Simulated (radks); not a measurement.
**Nuclear size and the levels of Tm**

Aim: how the total energy, the levels and the density at the nucleus of Tm respond when the nuclear radius is scaled.

The numbers are computed with radks (a radial shooting solver on a logarithmic mesh, Libxc functionals) version 1 (Dirac Kohn-Sham, exchange-only LDA, spin-unpolarised, spherical densities, finite nucleus; open shells are shared between the two j in proportion to 2j + 1), except any that are marked as measured or tabulated.

**1. The system**

```
element            : thulium (Z = 69)
charge             : 0
electrons          : 69
configuration      : [Xe] 4f13 6s2
nuclear rms radius : 5.2256 fm
```

The outer shells:

Tm
```
[Xe] core
4f [↑↓][↑↓][↑↓][↑↓][↑↓][↑↓][↑ ]
6s [↑↓]
```

**2. rms radius 5.2256 fm**

The run's settings:

```text
Z 69
configuration [Xe] 4f13 6s2 5d0 6p0
relativity Dirac
functional lda,
spin unpolarised
j_filling average
nucleus finite rms 5.2256 fm
c 137.035999084
```

**3. rms radius 4.4418 fm**

Input: that of step 2 with these lines changed.

```diff
@@ -6,3 +6,3 @@
 j_filling average
-nucleus finite rms 5.2256 fm
+nucleus finite rms 4.4418 fm
 c 137.035999084
```

**4. rms radius 5.0375 fm**

Input: that of step 3 with these lines changed.

```diff
@@ -6,3 +6,3 @@
 j_filling average
-nucleus finite rms 4.4418 fm
+nucleus finite rms 5.0375 fm
 c 137.035999084
```

**5. rms radius 5.7116 fm**

Input: that of step 4 with these lines changed.

```diff
@@ -6,3 +6,3 @@
 j_filling average
-nucleus finite rms 5.0375 fm
+nucleus finite rms 5.7116 fm
 c 137.035999084
```

**6. rms radius 5.9467 fm**

Input: that of step 5 with these lines changed.

```diff
@@ -6,3 +6,3 @@
 j_filling average
-nucleus finite rms 5.7116 fm
+nucleus finite rms 5.9467 fm
 c 137.035999084
```

Before running it: what results should come out? Wanted: for each run, rms radius; total energy shift; density at nucleus; 1s1/2 shift; 2s1/2 shift; 5p1/2 shift; 6s1/2 shift; 6p1/2 shift.

**Answer**, as computed:

| rms radius (fm) | total energy shift (eV) | density at nucleus (e/bohr³) | 1s1/2 shift (meV) | 2s1/2 shift (meV) | 5p1/2 shift (meV) | 6s1/2 shift (meV) | 6p1/2 shift (meV) |
| --- | --- | --- | --- | --- | --- | --- | --- |
| 4.4418 | -9.74 | 9.928e+05 | -3986 | -537 | 0.392 | -0.147 | 0.117 |
| 5.0375 | -2.44 | 9.562e+05 | -998 | -134 | 0.0980 | -0.0369 | 0.0294 |
| 5.2256 | 0 | 9.458e+05 | 0 | 0 | 0 | 0 | 0 |
| 5.7116 | 6.59 | 9.211e+05 | 2697 | 363 | -0.265 | 0.0997 | -0.0795 |
| 5.9467 | 9.93 | 9.1e+05 | 4061 | 547 | -0.399 | 0.150 | -0.120 |

Shifts are against the first run. Over the range the 1s1/2 level moves by 8.05 eV and the 6p1/2 level by -0.237 meV. A larger nucleus binds the 1s electrons less and lowers the density at its centre. These are shifts of eigenvalues, not the field shifts of spectral lines.
